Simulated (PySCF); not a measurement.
# H3S3Tl (Tl(SH)3): the cost of one run

The runs use PySCF 2.14.0; PBE0, Tl def2-SVP with ECP60, S def2-SVP, H def2-SVP; scalar-relativistic core potentials, no spin–orbit coupling.

1 further run of the same task is left out (for a known fault of the program).

### Step 1. The system as given

7 atoms, charge 0, spin multiplicity 1.

Bond lengths: Tl1–S2 2.498 Å, Tl1–S4 2.499 Å, Tl1–S6 2.499 Å, S2–H3 1.341 Å, S4–H5 1.341 Å, S6–H7 1.341 Å. Angles: S2–Tl1–S4 120.0°, S2–Tl1–S6 120.0°, S4–Tl1–S6 120.0°, Tl1–S2–H3 104.2°, Tl1–S4–H5 104.2°, Tl1–S6–H7 104.2°.

Coordinates:

```
atom    x (Å)    y (Å)   z (Å)
 Tl1   0.0000   0.0000  0.0000
  S2   2.4985   0.0000  0.0000
  H3   2.8285   0.0000  1.3000
  S4  -1.2492   2.1638  0.0000
  H5  -1.4142   2.4496  1.3000
  S6  -1.2493  -2.1638  0.0000
  H7  -1.4143  -2.4496  1.3000
```

Formal oxidation states: Tl +3.

### Step 2. SCF at the start, singlet

File run.py (the lines that set the calculation):

```python
mol = gto.M(atom='''
Tl     0.00000     0.00000     0.00000
S      2.49850     0.00000     0.00000
H      2.82850     0.00000     1.30000
S     -1.24920     2.16380     0.00000
H     -1.41420     2.44960     1.30000
S     -1.24930    -2.16380     0.00000
H     -1.41430    -2.44960     1.30000''',
    basis={'Tl': 'def2-SVP', 'S': 'def2-SVP', 'H': 'def2-SVP'},
    ecp={'Tl': 'def2-SVP'},
    charge=0, spin=0)
mf = dft.RKS(mol, xc='PBE0')
mf.grids.atom_grid = (50, 194)
mf = mf.density_fit()  # fitting sets: Tl def2-universal-JKFIT, S def2-universal-JKFIT, H def2-universal-JKFIT
mf.conv_tol = 1e-08; mf.max_cycle = 55
mf.kernel(dm0)  # dm0: free metal ions and neutral atoms
```

Run with:

```bash
$ OMP_NUM_THREADS=2 python run.py
```

Q: Estimate wall time and peak memory on 2 threads of Arm Neoverse V2, shared host.

About 1.9 s, with a peak of 0.46 GiB.
